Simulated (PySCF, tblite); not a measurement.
**C5H10OSSi: geometry, infrared bands and NMR shifts**

What infrared bands and NMR shifts should C5H10OSSi (`C=C1[C@@H](OC)[Si@H]1SC`) show?

The runs use tblite 0.8.0 and PySCF 2.14.0, with density-fitted response routines of our own; the level of theory stands in each step. All values are computed, except where a source is named. Atoms are numbered from 0 throughout.

**1. The molecule as given**

18 atoms, charge 0, multiplicity 1; geometry from: force field or distance geometry start.

Bonds of the start (Å): C0–C1 1.33, C1–C2 1.40, C2–O3 1.46, O3–C4 1.42, C2–Si5 2.30, Si5–S6 2.16, S6–C7 1.80, Si5–C1 1.71, C0–H8 1.09, C0–H9 1.10, C2–H10 1.09, C4–H11 1.10, C4–H12 1.10, C4–H13 1.08, Si5–H14 1.48, C7–H15 1.08, C7–H16 1.10, C7–H17 1.08.

**2. Relaxing the molecule with GFN2-xTB**

The job: settings as JSON, then the geometry in Å.

```
{"job": {"kind": "relax", "xc": "GFN2-xTB", "basis": "xTB"}, "charge": 0, "multiplicity": 1}
C     -1.743700    -2.118400     0.317800
C     -0.707800    -1.446700    -0.173300
C     -0.658100    -0.316100    -0.995000
O     -0.475600     1.054900    -0.523100
C     -1.704900     1.669300    -0.163000
Si     0.991700    -1.598200    -0.039100
S      1.792700    -0.329800     1.510500
C      2.723900     0.921900     0.602800
H     -1.640800    -2.982400     0.969400
H     -2.767900    -1.797600     0.086800
H     -0.414500    -0.501500    -2.039300
H     -2.386600     1.669100    -1.026700
H     -1.503200     2.706700     0.127700
H     -2.163300     1.155700     0.673500
H      1.892900    -1.634100    -1.215000
H      3.511000     0.454000     0.021500
H      2.068500     1.494900    -0.061800
H      3.176900     1.604700     1.308100
```

On the command line:

```
$ OMP_NUM_THREADS=1 python probes_run.py task.json out
```

This one command runs all jobs of the session in turn.

**Question.** This job is followed by: GFN2-xTB harmonic vibrations, gas phase; GIAO PBE0/pcSseg-1 NMR shielding, non-relativistic, gas phase. Predict these results of the whole session: strongest single infrared mode (GFN2-xTB); zero-point energy (GFN2-xTB); ¹³C shifts against TMS (PBE0/pcSseg-1); ¹H shifts against TMS (PBE0/pcSseg-1, means over atoms taken as alike); ¹⁷O shifts against H2O (PBE0/pcSseg-1); ²⁹Si shifts against TMS (PBE0/pcSseg-1); ³³S shifts against CS2 (PBE0/pcSseg-1).

**Answer**, as computed:

| quantity | value |
| --- | --- |
| strongest single infrared mode (GFN2-xTB) | 2367 cm⁻¹, 254 km/mol |
| zero-point energy (GFN2-xTB) | 84.8 kcal/mol |
| ¹³C shifts against TMS (PBE0/pcSseg-1) | 152.0, 136.4, 63.7, 59.9, 13.0 ppm |
| ¹H shifts against TMS (PBE0/pcSseg-1, means over atoms taken as alike) | 6.75, 6.69, 4.54, 4.00, 3.50, 2.39 ppm |
| ¹⁷O shifts against H2O (PBE0/pcSseg-1) | 21.0 ppm |
| ²⁹Si shifts against TMS (PBE0/pcSseg-1) | -90.9 ppm |
| ³³S shifts against CS2 (PBE0/pcSseg-1) | -203 ppm |

What this shows: The optimisation took 103 steps and gained 1.508 eV; among the close pairs (by a distance rule), C2–Si5 changed most, from 2.298 to 1.910 Å. No mode is imaginary among the 48: a minimum at this level. The strongest single mode, at 2367 cm⁻¹, moves mainly H14. Unscaled tight-binding wavenumbers are off by several per cent, some by more. Its intensities can rank the bands wrongly. The most deshielded carbon is C1 (fully substituted alkene carbon), at 152.0 ppm: an sp2 carbon of a C=C bond.
